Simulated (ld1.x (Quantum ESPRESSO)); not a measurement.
**Titanium: generating and testing a PAW potential**

Aim: build the potential from the settings below, then test how well it stands in for the atom: other configurations, scattering, ghost states and the plane-wave cutoff that it needs.

Program: ld1.x (Quantum ESPRESSO) 7.5. Reference atom: LDA (PW92), scalar-relativistic, spherical and spin-unpolarised. All values are calculated.

## (1) Starting point

The settings as typed:

| Quantity | Value |
| --- | --- |
| element | titanium (Ti, Z = 22) |
| type | PAW |
| frozen core | [Ne] |
| valence charge | 12 |
| reference configuration | 3s2 3p6 3d2 4s2 4p0 |
| partial waves | 3s (bound): rcut 1.35, rcutus 1.50 bohr; 4s (bound): rcut 1.35, rcutus 1.50 bohr; 3p (bound): rcut 1.50, rcutus 1.65 bohr; 4p (bound, empty): rcut 1.50, rcutus 1.65 bohr; 3d (bound): rcut 1.80, rcutus 2.10 bohr; 3d channel at 3.75 Ry: rcut 1.80, rcutus 2.10 bohr |
| local potential | all-electron potential smoothed inside 1.40 bohr (lloc = -1) |
| core correction | Bessel-smoothed model core inside 1.40 bohr |
| augmentation charge | PSQ, radius 1.30 bohr |

The outer shells as boxes (Hund's rule for the drawing; the calculation is spin-unpolarised):

```
[Ne] core
3s [↑↓]
3p [↑↓][↑↓][↑↓]
3d [↑ ][↑ ][  ][  ][  ]
4s [↑↓]
4p [  ][  ][  ]
```

## (2) Generating the potential

Ti.in reads:

```
 &input
   title='Ti', zed=22., rel=1, dft='PW', iswitch=3,
   config='[Ar] 3d2 4s2 4p0',
   nld=3, rlderiv=2.30, eminld=-7.0, emaxld=5.0, deld=0.02
 /
 &inputp
   pseudotype=3, lpaw=.true., tm=.true., lloc=-1, rcloc=1.40,
   nlcc=.true., new_core_ps=.true., rcore=1.40,
   which_augfun='PSQ', rmatch_augfun=1.30,
   file_pseudopw='Ti.UPF', file_wfcaegen='ae.wfc', file_wfcncgen='nc.wfc', file_beta='beta', file_chi='chi', file_wfcusgen='us.wfc'
 /
6
3S  1  0   2.00   0.00  1.35  1.50  0.0
4S  2  0   2.00   0.00  1.35  1.50  0.0
3P  2  1   6.00   0.00  1.50  1.65  0.0
4P  3  1   0.00   0.00  1.50  1.65  0.0
3D  3  2   2.00   0.00  1.80  2.10  0.0
3D  3  2   0.00   3.75  1.80  2.10  0.0
 &test
   configts(1)='3s2 3p6 3d2 4s2 4p0'
 /
```

Run with:

```bash
ld1.x < Ti.in > Ti.out
```

The output, Ti.out (without the banner and most projector matrices):

```text
     Program LD1 v.7.5
     --------------------------- All-electron run ----------------------------

     Ti
     scalar relativistic calculation

     atomic number is 22.00
     dft =PW   lsd =0 sic =0 latt =0  beta=0.20 tr2=1.0E-14
     Exchange-correlation= PW
                           (   1   4   0   0   0   0   0)
     mesh =1177 r(mesh) = 100.37945 a.u. xmin = -7.00 dx = 0.01250
     1 Ry =  13.60569312 eV, c = 137.03599908

     n l     nl                  e(Ry)          e(Ha)          e(eV)
     1 0     1S 1( 2.00)      -356.9136      -178.4568     -4856.0576
     2 0     2S 1( 2.00)       -39.3559       -19.6780      -535.4643
     2 1     2P 1( 6.00)       -32.6312       -16.3156      -443.9707
     3 0     3S 1( 2.00)        -4.5766        -2.2883       -62.2674
     3 1     3P 1( 6.00)        -2.8510        -1.4255       -38.7901
     3 2     3D 1( 2.00)        -0.3281        -0.1641        -4.4642
     4 0     4S 1( 2.00)        -0.3376        -0.1688        -4.5938
     4 1     4P 1( 0.00)        -0.1129        -0.0564        -1.5355

     final scf error:  7.7E-15 reached in  36 iterations

     Etot =   -1703.448967 Ry,    -851.724484 Ha,  -23176.603900 eV

     Ekin =    1716.815150 Ry,     858.407575 Ha,   23358.460076 eV
     Encl =   -4053.596871 Ry,   -2026.798435 Ha,  -55151.995069 eV
     Eh   =     713.407969 Ry,     356.703984 Ha,    9706.409897 eV
     Exc  =     -80.075215 Ry,     -40.037608 Ha,   -1089.478805 eV

     normalization and overlap integrals

     s(1S/1S) =  1.000000  <r> =   0.0697  <r2> =    0.0065  r(max) =   0.0455
     s(2S/2S) =  1.000000  <r> =   0.3259  <r2> =    0.1256  r(max) =   0.2682
     s(2P/2P) =  1.000000  <r> =   0.2904  <r2> =    0.1041  r(max) =   0.2196
     s(3S/3S) =  1.000000  <r> =   1.0090  <r2> =    1.1762  r(max) =   0.8685
     s(3P/3P) =  1.000000  <r> =   1.0877  <r2> =    1.3974  r(max) =   0.9016
     s(3D/3D) =  1.000000  <r> =   1.6111  <r2> =    3.5340  r(max) =   0.9719
     s(4S/4S) =  1.000000  <r> =   3.4842  <r2> =   14.0130  r(max) =   2.8834
     s(4P/4P) =  1.000000  <r> =   4.7793  <r2> =   26.8602  r(max) =   3.7960

     ------------------------ End of All-electron run ------------------------

     --------------------- Generating PAW atomic setup --------------------

      Generating local potential from pseudized AE potential:
      Matching radius rcloc =   1.4000

      Local pseudo, rcloc= 1.396 Estimated cut-off energy=    12.61 Ry

      Computing core charge for nlcc:

       r > 1.41 : true rho core
      Core charge pseudized with two Bessel functions
      Integrated core pseudo-charge :   0.02
      Wfc-us  3S rcutus= 1.505  Estimated cut-off energy=    23.26 Ry
      Wfc-us  4S rcutus= 1.505  Estimated cut-off energy=    45.94 Ry
      Wfc-us  3P rcutus= 1.664  Estimated cut-off energy=    30.07 Ry
      Wfc-us  4P rcutus= 1.664  Estimated cut-off energy=    54.96 Ry
      Wfc-us  3D rcutus= 2.083  Estimated cut-off energy=    26.62 Ry
      Wfc-us  3D rcutus= 2.083  Estimated cut-off energy=    25.96 Ry

     Required augmentation: PSQ   radius:    1.300000

     Q pseudized with Bessel functions
     Expected ecutrho=     234.5845 due to l1=  1   l2=  2

     Estimated PAW energy = -179.446904 Ryd

     The PAW screened D coefficients
     5.85221     2.12565     0.00000     0.00000     0.00000     0.00000
     2.12565     0.69787     0.00000     0.00000     0.00000     0.00000
     0.00000     0.00000    -0.68766     0.13404     0.00000     0.00000
     0.00000     0.00000     0.13404    -0.00092     0.00000     0.00000
     0.00000     0.00000     0.00000     0.00000    -0.56914     0.14104
     0.00000     0.00000     0.00000     0.00000     0.14104     0.63934

     The PAW descreened D coefficients (US)
     0.52524    -0.68613     0.00000     0.00000     0.00000     0.00000
    -0.68613    -0.27665     0.00000     0.00000     0.00000     0.00000
     0.00000     0.00000     1.23582    -0.06241     0.00000     0.00000
     0.00000     0.00000    -0.06241    -0.27517     0.00000     0.00000
     0.00000     0.00000     0.00000     0.00000     3.06492     2.68110
     0.00000     0.00000     0.00000     0.00000     2.68110     6.64111

     ------------------- End of pseudopotential generation -------------------

     [... the all-electron block is printed once more ...]


     Computing logarithmic derivative in   2.28811
     Computing logarithmic derivative in   2.28811
     Computing the partial wave expansion
     R is outside the sphere for l=    0 j= 0.00
     R is outside the sphere for l=    0 j= 0.00
     R is outside the sphere for l=    1 j= 0.00
     R is outside the sphere for l=    1 j= 0.00
     R is outside the sphere for l=    2 j= 0.00
     R is outside the sphere for l=    2 j= 0.00

     ---------------------- Testing the pseudopotential ----------------------

     Ti
     scalar relativistic calculation

     atomic number is 22.00   valence charge is 12.00
     dft = SLA  PW   NOGX NOGC   lsd =0 sic =0 latt =0  beta=0.20 tr2=1.0E-14
     mesh =1177 r(mesh) = 100.37945 xmin = -7.00 dx = 0.01250

     n l     nl             e AE (Ry)        e PS (Ry)    De AE-PS (Ry)
     1 0     3S   1( 2.00)       -4.57657       -4.57653       -0.00003
     2 1     3P   1( 6.00)       -2.85102       -2.85099       -0.00003
     3 2     3D   1( 2.00)       -0.32811       -0.32809       -0.00002
     2 0     4S   1( 2.00)       -0.33764       -0.33763       -0.00001
     3 1     4P   1( 0.00)       -0.11286       -0.11285       -0.00000

     eps = 1.9E-15  iter = 10

     Etot =   -1703.448967 Ry,    -851.724484 Ha,  -23176.603900 eV
     Etotps =  -179.446896 Ry,     -89.723448 Ha,   -2441.499405 eV

     Ekin =     137.976023 Ry,      68.988011 Ha,    1877.259423 eV
     Encl =    -330.410196 Ry,    -165.205098 Ha,   -4495.459725 eV
     Ehrt =      93.062578 Ry,      46.531289 Ha,    1266.180876 eV
     Ecxc =     -80.075302 Ry,     -40.037651 Ha,   -1089.479980 eV
     (Ecc =      -0.004281 Ry,      -0.002141 Ha,      -0.058252 eV)

     ---------------------- End of pseudopotential test ----------------------
```

Run time: 6.3 s. Hardware: 1 thread of Intel Xeon Platinum 8375C at 2.90GHz, shared host. (Generation and the later configuration tests together.)

Partial waves on a coarse radial grid (AE all-electron, PS pseudo):

| r (bohr) | 3s AE | 3s PS |
| --- | --- | --- |
| 0.105 | -0.1083 | 0.2857 |
| 0.210 | -0.5802 | 0.5542 |
| 0.315 | -0.3784 | 0.7901 |
| 0.420 | 0.0882 | 0.9810 |
| 0.525 | 0.5355 | 1.1189 |
| 0.630 | 0.8566 | 1.2005 |
| 0.735 | 1.0386 | 1.2272 |
| 0.840 | 1.1060 | 1.2051 |
| 0.945 | 1.0923 | 1.1434 |
| 1.050 | 1.0273 | 1.0534 |
| 1.155 | 0.9343 | 0.9467 |
| 1.260 | 0.8294 | 0.8342 |
| 1.365 | 0.7231 | 0.7241 |
| 1.470 | 0.6218 | 0.6218 |
| 1.575 | 0.5290 | 0.5290 |
| 1.680 | 0.4462 | 0.4462 |
| 1.785 | 0.3738 | 0.3738 |
| 1.890 | 0.3113 | 0.3113 |
| 1.995 | 0.2581 | 0.2581 |
| 2.100 | 0.2132 | 0.2132 |
| 2.205 | 0.1755 | 0.1755 |
| 2.310 | 0.1441 | 0.1441 |
| 2.415 | 0.1180 | 0.1180 |
| 2.520 | 0.0965 | 0.0965 |
| 2.625 | 0.0787 | 0.0787 |
| 2.730 | 0.0641 | 0.0641 |

## (3) Testing the new file in other configurations

Ti.test.in reads:

```
 &input
   title='Ti', zed=22., rel=1, dft='PW', iswitch=2,
   config='[Ar] 3d2 4s2 4p0'
 /
 &test
   file_pseudo='Ti.UPF', nconf=10,
   configts(1)='3s2 3p6 3d2 4s2 4p0',
   configts(2)='3s2 3p6 3d2 4s1 4p0',
   configts(3)='3s2 3p6 3d2 4s0 4p0',
   configts(4)='3s2 3p6 3d1 4s0 4p0',
   configts(5)='3s2 3p6 3d2 4s1 4p1',
   configts(6)='3s1 3p6 3d2 4s2 4p0',
   configts(7)='3s2 3p6 3d3 4s1 4p0',
   configts(8)='3s2 3p6 3d1 4s2 4p1',
   configts(9)='3s2 3p6 3d2 4s2 4p0', lsdts(9)=1,
   configts(10)='3s2 3p6 3d2 4s1 4p0', lsdts(10)=1
 /
```

Run with:

```bash
ld1.x < Ti.test.in > Ti.test.out
```

Ti.test.out, the pseudopotential blocks:

```text
     ---------------------- Testing the pseudopotential ----------------------

     Ti
     scalar relativistic calculation

     atomic number is 22.00   valence charge is 12.00
     dft =SLA  PW   NOGX NOGC   lsd =0 sic =0 latt =0  beta=0.20 tr2=1.0E-14
     mesh =1177 r(mesh) = 100.37945 xmin = -7.00 dx = 0.01250

     n l     nl             e AE (Ry)        e PS (Ry)    De AE-PS (Ry)
     1 0     3S   1( 2.00)       -4.57657       -4.57653       -0.00003
     2 1     3P   1( 6.00)       -2.85102       -2.85099       -0.00003
     3 2     3D   1( 2.00)       -0.32811       -0.32809       -0.00002
     2 0     4S   1( 2.00)       -0.33764       -0.33763       -0.00001
     3 1     4P   1( 0.00)       -0.11286       -0.11285       -0.00000

     eps = 1.9E-15  iter = 10

     Etot =   -1703.448967 Ry,    -851.724484 Ha,  -23176.603900 eV
     Etotps =  -179.446896 Ry,     -89.723448 Ha,   -2441.499405 eV

     Ekin =     137.976023 Ry,      68.988011 Ha,    1877.259423 eV
     Encl =    -330.410196 Ry,    -165.205098 Ha,   -4495.459725 eV
     Ehrt =      93.062578 Ry,      46.531289 Ha,    1266.180876 eV
     Ecxc =     -80.075302 Ry,     -40.037651 Ha,   -1089.479980 eV
     (Ecc =      -0.004281 Ry,      -0.002141 Ha,      -0.058252 eV)

     ---------------------- End of pseudopotential test ----------------------

     ---------------------- Testing the pseudopotential ----------------------

     Ti
     [...]
     n l     nl             e AE (Ry)        e PS (Ry)    De AE-PS (Ry)
     1 0     3S   1( 2.00)       -5.11801       -5.11774       -0.00027
     2 1     3P   1( 6.00)       -3.39244       -3.39218       -0.00026
     3 2     3D   1( 2.00)       -0.85563       -0.85546       -0.00018
     2 0     4S   1( 1.00)       -0.77863       -0.77862       -0.00001
     3 1     4P   1( 0.00)       -0.49773       -0.49807        0.00034

     eps = 6.4E-15  iter = 19

     Etot =   -1702.895596 Ry,    -851.447798 Ha,  -23169.074903 eV
     Etotps =  -178.893491 Ry,     -89.446746 Ha,   -2433.969941 eV
     dEtot_ae =       0.553371 Ry
     dEtot_ps =       0.553405 Ry,   Delta E=      -0.000034 Ry

     [...]
     ---------------------- End of pseudopotential test ----------------------

     ---------------------- Testing the pseudopotential ----------------------

     Ti
     [...]
     n l     nl             e AE (Ry)        e PS (Ry)    De AE-PS (Ry)
     1 0     3S   1( 2.00)       -5.75234       -5.75198       -0.00036
     2 1     3P   1( 6.00)       -4.02536       -4.02506       -0.00030
     3 2     3D   1( 2.00)       -1.46463       -1.46435       -0.00028
     2 0     4S   1( 0.00)       -1.24427       -1.24425       -0.00003
     3 1     4P   1( 0.00)       -0.90710       -0.91001        0.00291

     eps = 8.7E-15  iter = 18

     Etot =   -1701.881808 Ry,    -850.940904 Ha,  -23155.281613 eV
     Etotps =  -177.879659 Ry,     -88.939830 Ha,   -2420.176059 eV
     dEtot_ae =       1.567159 Ry
     dEtot_ps =       1.567237 Ry,   Delta E=      -0.000078 Ry

     [...]
     ---------------------- End of pseudopotential test ----------------------
```

7 tests gave no usable energy difference (3s2 3p6 3d1 4s0 4p0; 3s2 3p6 3d2 4s1 4p1; 3s1 3p6 3d2 4s2 4p0; 3s2 3p6 3d3 4s1 4p0; others); the test run stopped with "negative rho".

Excitation and ionisation energies from 3s2 3p6 3d2 4s2 4p0, with the error of the potential. The frozen-core shift comes from a second all-electron run, not shown, with the core orbitals held at their reference shape; it is that run's ΔE less the relaxed one.

```tsv
valence configuration	charge	ΔE all-electron (eV)	error AE − PS (meV)	frozen-core shift (meV)
3s2 3p6 3d2 4s1 4p0	+1	7.529	-0.5	+0.4
3s2 3p6 3d2 4s0 4p0	+2	21.322	-1.1	+1.2
```

## (4) Does it scatter like the atom?

Taken from the files of the generation run. The phase is arctan(r·u′/u) with u = r·R, unwrapped, with energies in Ry. A pole is an energy at which the radial function vanishes at the test radius. The pseudo phase is shifted by a multiple of π to meet the all-electron one at the reference energy. Levels narrower than the energy grid can be missing from the poles. Left out: s, p, where the overlap operator is not positive , so their phases aren't trusted. The last column is the largest difference on the grid between −1 and +1 Ry.

| channel | radius (bohr) | reference (Ry) | poles AE | poles PS | window around the reference with phases within 0.05 rad (Ry) | largest difference near zero (rad) |
| --- | --- | --- | --- | --- | --- | --- |
| d | 2.29 | -0.33 | 0.16 | 0.16 | the whole range | 0.003 |

Phases (rad) along the scan:

| E (Ry) | d AE | d PS |
| --- | --- | --- |
| -7.00 | 1.405 | 1.405 |
| -6.48 | 1.399 | 1.398 |
| -5.96 | 1.391 | 1.391 |
| -5.44 | 1.383 | 1.382 |
| -4.92 | 1.373 | 1.372 |
| -4.40 | 1.361 | 1.360 |
| -3.88 | 1.346 | 1.345 |
| -3.36 | 1.328 | 1.327 |
| -2.84 | 1.305 | 1.304 |
| -2.32 | 1.271 | 1.270 |
| -1.80 | 1.219 | 1.217 |
| -1.28 | 1.115 | 1.113 |
| -0.76 | 0.754 | 0.751 |
| -0.24 | -1.131 | -1.132 |
| 0.28 | -1.627 | -1.629 |
| 0.80 | -1.783 | -1.785 |
| 1.32 | -1.912 | -1.916 |
| 1.84 | -2.099 | -2.104 |
| 2.36 | -2.494 | -2.502 |
| 2.88 | -3.377 | -3.383 |
| 3.40 | -4.090 | -4.090 |
| 3.92 | -4.375 | -4.375 |
| 4.44 | -4.510 | -4.511 |
| 4.96 | -4.590 | -4.591 |

## (5) Cutoff and ghost test in a Bessel basis

This step uses the generator's waves and projectors in a separate script. Basis: spherical Bessel functions vanishing at 20 bohr, q² up to the cutoff; potential fixed at the reference.

No cutoffs are read. The overlap operator is not positive in s, p (lowest eigenvalue -15.058), so the test is not defined there. The ghost test is not conclusive.

## (6) What came out

```
                                                quantity                                                 value
                                                 cutoffs                                        not determined
                                            bound ghosts                                        not determined
                            largest test error (AE − PS)  -1.1 meV, for 3s2 3p6 3d2 4s0 4p0 (7 tests unsolved)
largest phase difference near zero energy, channels read                                             0.003 rad
         lowest eigenvalue of the overlap (Bessel basis)                                           -15.058 (p)
               density cutoff estimated by the generator                                                235 Ry
```

What this shows: The overlap operator is not positive definite in s, p, so a plane-wave run would break down once the basis is large enough. The worst unpolarised test, 3s2 3p6 3d2 4s0 4p0, is off by 1.1 meV on 21.3 eV; by total energies transferability rates as very good where solved. The test run broke off, so later configurations gave nothing; the verdict rests on few tests. No cutoffs are read. Ghosts could not be judged. Near zero energy the phases of the channels with partial waves that could be evaluated agree within 0.003 rad. These are tests on the free atom; a crystal test is still owed.
